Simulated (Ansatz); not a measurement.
# CH5BN2O: basis-set convergence

How large a basis does CH5BN2O need? Two functionals are run in growing sets.

Method: one geometry, several basis sets; program: Ansatz 0.2.0, Gaussian basis.

The runs, in order: PBE0-D4/def2-SVP; ωB97M-V/def2-SVP; PBE0-D4/def2-QZVPP; ωB97M-V/def2-QZVPP; the functionals' def2-TZVPP values are taken from earlier runs.

## (1) The geometry

The geometry comes from an earlier relaxation with PBE0-D4 in a triple-zeta def2 set; it is a stationary point, not always the lowest conformer.

SMILES `N=C(N)BO`, 10 atoms, charge 0, spin multiplicity 1.

Atoms are counted from 1 here; the program's logs count them from 0.

Bond lengths: N1–C2 1.280 Å, N1–H6 1.017 Å, C2–N3 1.368 Å, C2–B4 1.581 Å, N3–H7 1.007 Å, N3–H8 1.003 Å, B4–O5 1.347 Å, B4–H9 1.204 Å, O5–H10 0.960 Å. Angles: C2–N1–H6 109.5°, N1–C2–N3 119.9°, N1–C2–B4 124.2°, N3–C2–B4 115.9°, C2–N3–H7 117.4°, C2–N3–H8 119.2°, H7–N3–H8 117.3°, C2–B4–O5 116.9°, C2–B4–H9 122.5°, O5–B4–H9 120.6°, B4–O5–H10 114.0°.

## (2) PBE0-D4 in def2-SVP

Input file in.yaml:

```yaml
crystal:
  periodic: [false, false, false]
  atoms:
    - {symbol: N, position_ang: [-1.544683, -0.061184, -0.719965]}
    - {symbol: C, position_ang: [-0.479226, -0.358007, -0.074912]}
    - {symbol: N, position_ang: [-0.356283, -1.588751, 0.510535]}
    - {symbol: B, position_ang: [0.735355, 0.631553, 0.136898]}
    - {symbol: O, position_ang: [0.595159, 1.880940, -0.347446]}
    - {symbol: H, position_ang: [-1.487450, 0.900728, -1.044426]}
    - {symbol: H, position_ang: [-1.043815, -2.285566, 0.272892]}
    - {symbol: H, position_ang: [0.553241, -1.913462, 0.781659]}
    - {symbol: H, position_ang: [1.751308, 0.299646, 0.691182]}
    - {symbol: H, position_ang: [1.359495, 2.442904, -0.203618]}
basis:
  gaussian: {orbitals: def2-SVP}
hamiltonian: {xc: pbe0, dispersion: d4}
output: {orbitals: {seedname: orbitals}}
```

Run with:

```console
> ansatz run in.yaml --threads 2 --pin off --events-out ev --progress --plain --max-ram 4352MiB
```

After this run come: ωB97M-V in def2-SVP; PBE0-D4 in def2-QZVPP; ωB97M-V in def2-QZVPP.

**Question.** What will the summary of the whole plan be? Wanted: PBE0-D4: double and triple zeta above quadruple; ωB97M-V: double and triple zeta above quadruple.

The runs gave:

```
                                       quantity          value
PBE0-D4: double and triple zeta above quadruple  8.32, 0.40 eV
ωB97M-V: double and triple zeta above quadruple  8.58, 0.38 eV
```

In words: For PBE0-D4 the step from double to triple zeta gains 7.92 eV and the next only 0.40 eV. Total energies overstate the basis error of differences, where much of it tends to cancel.
